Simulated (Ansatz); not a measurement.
# CH6AlFOSi (SMILES [CH3][Al]([OH])[SiH2]F) at PBE0-DH-D4/6-31+G(d) (sfX2C, density fitting with cc-pVTZ-jkfit, Cartesian functions, accuracy low, damping of pbe0)

Aim: the vertical electron affinity of CH6AlFOSi at PBE0-DH-D4/6-31+G* (sfX2C, density fitting with cc-pVTZ-jkfit, Cartesian functions, accuracy low, damping of pbe0), from 2 runs. 

Program for the calculation: Ansatz 0.2.0.

1 further run of the same task is left out (it didn't finish).

### Step 1. Starting point

CH6AlFOSi has 11 atoms, charge 0, and is taken as a singlet. SMILES: `[CH3][Al]([OH])[SiH2]F`. The coordinates come from a PBE0-D4/def2-TZVP relaxation. This is one conformer, not always the lowest.

Bond lengths: C1–Al2 1.942 Å, Al2–O3 1.699 Å, Al2–Si4 2.473 Å, Si4–F5 1.618 Å, C1–H6 1.093 Å, C1–H7 1.095 Å, C1–H8 1.095 Å, O3–H9 0.956 Å, Si4–H10 1.493 Å, Si4–H11 1.493 Å. Some angles: C1–Al2–O3 118.3°, C1–Al2–Si4 125.2°, O3–Al2–Si4 116.5°, Al2–Si4–F5 108.7°, Al2–C1–H6 111.4°, Al2–C1–H7 111.3°, Al2–C1–H8 111.3°, Al2–O3–H9 122.7°, Al2–Si4–H10 114.0°, Al2–Si4–H11 114.0°.

### Step 2. Energy and gradient at PBE0-DH-D4/6-31+G(d) (sfX2C, density fitting with cc-pVTZ-jkfit, Cartesian functions, accuracy low, damping of pbe0)

job.yaml

```yaml
crystal:
  periodic: [false, false, false]
  atoms:
    - {symbol: C, position_ang: [-1.366500, 0.129900, 1.541200]}
    - {symbol: Al, position_ang: [-0.007100, 0.532300, 0.214000]}
    - {symbol: O, position_ang: [0.601000, 2.117400, 0.138600]}
    - {symbol: Si, position_ang: [0.930200, -1.088900, -1.400800]}
    - {symbol: F, position_ang: [2.031600, -0.334000, -2.314900]}
    - {symbol: H, position_ang: [-1.616200, 1.011600, 2.136400]}
    - {symbol: H, position_ang: [-1.033600, -0.657700, 2.224800]}
    - {symbol: H, position_ang: [-2.286000, -0.233000, 1.070700]}
    - {symbol: H, position_ang: [1.270800, 2.384100, -0.489700]}
    - {symbol: H, position_ang: [-0.079700, -1.669000, -2.334400]}
    - {symbol: H, position_ang: [1.620600, -2.249700, -0.765300]}
basis:
  gaussian: {orbitals: 6-31+G_st_.json, fitting: {mean_field: cc-pVTZ-jkfit}}
hamiltonian: {xc: {name: PBE0-DH}, dispersion: {method: d4, functional: pbe0}, pseudopotentials: {relativity: scalar}}
accuracy: low
output: {forces: true}
```

The basis set 6-31+G* is read from a file made from the Basis Set Exchange's data (not shown).

Run with:

```console
$ ansatz run job.yaml --threads 1 --pin off --max-ram 2610MiB --events-out events.jsonl --progress --plain --runs-dir runs
```

The log of the run, cut to the lines that bear on the results:

```text
Warning: RAYON_NUM_THREADS=1 ignored (pool sized by the plan → 1); use --threads N
Functional definition: PBE0-DH
  name "PBE0-DH"
[...]
659 factors; integrals over basis functions are off by at most 1.3e-1 eV
[...]
mean field -20387.76451859 eV, -749.2365267351 hartree, gradient 1.6e-6 eV, S^2 0.000000; 0 other end points of the search recorded, 0 dependent functions left out
13 core orbitals not correlated: weight in the atoms' cores, before any rotation towards them, 1.000 or more for the frozen orbitals, at most 0.000 for the correlated occupied ones
reference -20387.76456536 eV, -749.2365284538 hartree; 15, 15 occupied and 87, 87 virtual orbitals, 659 factors
second order -21.28787823 eV of doubles, -0.00000000 eV of singles
[...]
Total energy: -20390.59609508 eV, -749.3405852516 hartree
Relativity: scalar
Atom 0 at    -1.366500     0.129900     1.541200 Å, force    -0.033516    -0.046870     0.015450 eV/Å
Atom 1 at    -0.007100     0.532300     0.214000 Å, force    -0.099113    -0.385998    -0.033282 eV/Å
Atom 2 at     0.601000     2.117400     0.138600 Å, force     0.048576     0.305602     0.059747 eV/Å
Atom 3 at     0.930200    -1.088900    -1.400800 Å, force    -0.457775    -0.369900     0.358245 eV/Å
Atom 4 at     2.031600    -0.334000    -2.314900 Å, force     0.400157     0.285685    -0.327949 eV/Å
Atom 5 at    -1.616200     1.011600     2.136400 Å, force     0.007477    -0.021275    -0.014878 eV/Å
Atom 6 at    -1.033600    -0.657700     2.224800 Å, force    -0.018782     0.023783     0.002146 eV/Å
Atom 7 at    -2.286000    -0.233000     1.070700 Å, force     0.007866     0.014987     0.025941 eV/Å
Atom 8 at     1.270800     2.384100    -0.489700 Å, force     0.116465     0.076528    -0.098200 eV/Å
Atom 9 at    -0.079700    -1.669000    -2.334400 Å, force     0.070682     0.039409     0.058175 eV/Å
Atom 10 at     1.620600    -2.249700    -0.765300 Å, force    -0.042036     0.078049    -0.045394 eV/Å
Dipole moment:    -0.199721    -0.165442     0.155202 e Å
```

It took 5.4 s on 1 thread of AMD EPYC 9R45 (Zen 5), shared host; peak memory 0.23 GiB.

### Step 3. The doublet anion, same level

job.yaml, as its differences from that of step 2:

```diff
@@ -16,2 +16,4 @@
   gaussian: {orbitals: 6-31+G_st_.json, fitting: {mean_field: cc-pVTZ-jkfit}}
+total_charge: -1
+magnetization: {spin_polarized: true, initial_magnetization: 1}
 hamiltonian: {xc: {name: PBE0-DH}, dispersion: {method: d4, functional: pbe0}, pseudopotentials: {relativity: scalar}}
```

The basis set 6-31+G* is read from a file made from the Basis Set Exchange's data (not shown).

Run with:

```console
$ ansatz run job.yaml --threads 1 --pin off --max-ram 2610MiB --events-out events.jsonl --progress --plain --runs-dir runs
```

The log of the run, cut to the lines that bear on the results:

```text
Warning: RAYON_NUM_THREADS=1 ignored (pool sized by the plan → 1); use --threads N
[... 2 set-up lines as earlier in the session ...]
[...]
659 factors; integrals over basis functions are off by at most 1.3e-1 eV
[...]
mean field -20387.40104468 eV, -749.2231693153 hartree, gradient 2.4e-6 eV, S^2 0.757117; 6 other end points of the search recorded, 0 dependent functions left out
13 core orbitals not correlated: weight in the atoms' cores, before any rotation towards them, 1.000 or more for the frozen orbitals, at most 0.000 for the correlated occupied ones
reference -20387.40108792 eV, -749.2231709041 hartree; 16, 15 occupied and 86, 87 virtual orbitals, 659 factors
second order -21.61387345 eV of doubles, -0.00000000 eV of singles
[...]
Total energy: -20390.29937702 eV, -749.3296810642 hartree
Relativity: scalar
Atom 0 at    -1.366500     0.129900     1.541200 Å, force    -0.506469    -0.349630     0.418708 eV/Å
Atom 1 at    -0.007100     0.532300     0.214000 Å, force     0.252098    -1.547499    -0.844379 eV/Å
Atom 2 at     0.601000     2.117400     0.138600 Å, force     0.471682     1.816373     0.156632 eV/Å
Atom 3 at     0.930200    -1.088900    -1.400800 Å, force    -1.405428     0.518460     1.715225 eV/Å
Atom 4 at     2.031600    -0.334000    -2.314900 Å, force     0.879415     0.271977    -0.853892 eV/Å
Atom 5 at    -1.616200     1.011600     2.136400 Å, force    -0.025733     0.045607     0.045770 eV/Å
Atom 6 at    -1.033600    -0.657700     2.224800 Å, force    -0.025362     0.086593     0.068107 eV/Å
Atom 7 at    -2.286000    -0.233000     1.070700 Å, force    -0.031036     0.089604     0.061001 eV/Å
Atom 8 at     1.270800     2.384100    -0.489700 Å, force    -0.019427    -0.152929    -0.034759 eV/Å
Atom 9 at    -0.079700    -1.669000    -2.334400 Å, force     0.231871    -0.397541    -0.344078 eV/Å
Atom 10 at     1.620600    -2.249700    -0.765300 Å, force     0.178389    -0.381015    -0.388336 eV/Å
Dipole moment:     0.113895    -0.245846    -0.213917 e Å
```

Run time: 19 s. Hardware: 1 thread of AMD EPYC 9R45 (Zen 5), shared host; peak memory 0.35 GiB.

### Step 4. Results

At PBE0-DH-D4/6-31+G* (sfX2C, density fitting with cc-pVTZ-jkfit, Cartesian functions, accuracy low, damping of pbe0), 13 core orbitals frozen:

| quantity | value |
| --- | --- |
| singlet CH6AlFOSi: total energy | -749.34059 Eh |
| singlet CH6AlFOSi: dipole moment (SCF part) | 1.45 D |
| singlet CH6AlFOSi: dispersion energy | -16.46 kJ/mol |
| singlet CH6AlFOSi: largest force on an atom | 0.689 eV/Å |
| doublet anion: total energy | -749.32968 Eh |
| doublet anion: dispersion energy | -18.96 kJ/mol |
| doublet anion: ⟨S²⟩ | 0.757 |
| doublet anion: largest force on an atom | 2.277 eV/Å |
| vertical electron affinity (to the doublet anion) | -0.297 eV |

**Reading.** The anion lies 0.30 eV (6.8 kcal/mol) above the neutral: the electron isn't bound at this level, and such a value depends on the basis. The largest force (singlet CH6AlFOSi) is 0.69 eV/Å: the shape isn't a stationary point for this species at this level. The accuracy setting (singlet CH6AlFOSi) is loose, so the last digits carry no meaning. Mulliken charges (doublet anion) run from -0.94 on C1 to +0.47 on H9; in a basis this large or diffuse they mean little. The accuracy setting (doublet anion) is loose, so the last digits carry no meaning.
